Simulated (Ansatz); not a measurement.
**C3H3B (SMILES B1=CC=C1): one structure at several levels**

An exercise on one series of results from a longer session: the logs are not shown, and one member is left open.

Method: single points in def2-TZVPP; program: Ansatz 0.2.0, Gaussian basis.

Correlated methods freeze the cores.

## The starting structure

SMILES `B1=CC=C1`, 7 atoms, charge 0, spin multiplicity 1.

Atoms are counted from 1 here; the program's logs count them from 0.

Bond lengths: B1–C2 1.461 Å, B1–C4 1.591 Å, C2–C3 1.630 Å, C2–H5 0.988 Å, C3–C4 1.314 Å, C3–H6 1.015 Å, C4–H7 1.107 Å. Angles: C2–B1–C4 101.2°, B1–C2–C3 73.7°, B1–C2–H5 161.9°, C3–C2–H5 122.8°, C2–C3–C4 106.1°, C2–C3–H6 119.6°, C4–C3–H6 133.7°, B1–C4–C3 78.9°, B1–C4–H7 143.4°, C3–C4–H7 137.3°.

As a file:

```tsv
atom	x (Å)	y (Å)	z (Å)
B1	0.61490	0.78470	-0.80750
C2	-0.83400	0.60260	-0.77360
C3	-0.22650	-0.33780	0.41060
C4	1.08000	-0.23350	0.32370
H5	-1.80320	0.75850	-0.88860
H6	-0.84840	-0.94130	0.93940
H7	1.96380	-0.59780	0.88240
```

The first run:

Contents of run/in.yaml:

```yaml
crystal:
  periodic: [false, false, false]
  atoms:
    - {symbol: B, position_ang: [0.614900, 0.784700, -0.807500]}
    - {symbol: C, position_ang: [-0.834000, 0.602600, -0.773600]}
    - {symbol: C, position_ang: [-0.226500, -0.337800, 0.410600]}
    - {symbol: C, position_ang: [1.080000, -0.233500, 0.323700]}
    - {symbol: H, position_ang: [-1.803200, 0.758500, -0.888600]}
    - {symbol: H, position_ang: [-0.848400, -0.941300, 0.939400]}
    - {symbol: H, position_ang: [1.963800, -0.597800, 0.882400]}
basis:
  gaussian: {orbitals: def2-TZVPP}
correlation: {method: ccsd_t}
output: {forces: true}
```

The command line of these runs was not kept.

Steps of the session up to this table: CCSD(T)/def2-TZVPP; PBE0-D4/def2-TZVPP; wB97M-V/def2-TZVPP; r2SCAN-D4/def2-TZVPP; PBE-D4/def2-TZVPP; CAM-B3LYP-D4/def2-TZVPP; r2SCANh-D4/def2-TZVPP.

One of the session's tables, all rows but one given; the rest of the session is left out.

| method | RMS force component (eV/Å) | angle to CCSD(T) forces (°) | dipole (D) |
| --- | --- | --- | --- |
| CCSD(T) | 2.186 | reference | 1.34 |
| PBE0-D4 | 2.394 | 8.3 | 1.33 |
| wB97M-V | 2.349 | 8.0 | 1.34 |
| r2SCAN-D4 | 2.340 | 7.6 | 1.37 |
| PBE-D4 | ? | ? | ? |
| CAM-B3LYP-D4 | 2.400 | 9.9 | 1.33 |
| r2SCANh-D4 | 2.365 | 8.5 | 1.36 |

Q: Estimate the row for PBE-D4 from the others.

The run gave: RMS force component (eV/Å): 2.323; angle to CCSD(T) forces (°): 5.7; dipole (D): 1.35. In the column «RMS force component (eV/Å)» it lies between CCSD(T) (2.186) and r2SCAN-D4 (2.340).

Caveats from the session: The reference is not at the basis limit: in triple zeta CCSD(T) underbinds, which counts against methods that bind more; the gaps are no ranking. The T1 diagnostic is large here, over the usual mark for main-group molecules (transition-metal compounds often pass it harmlessly), so CCSD(T) itself may be off.
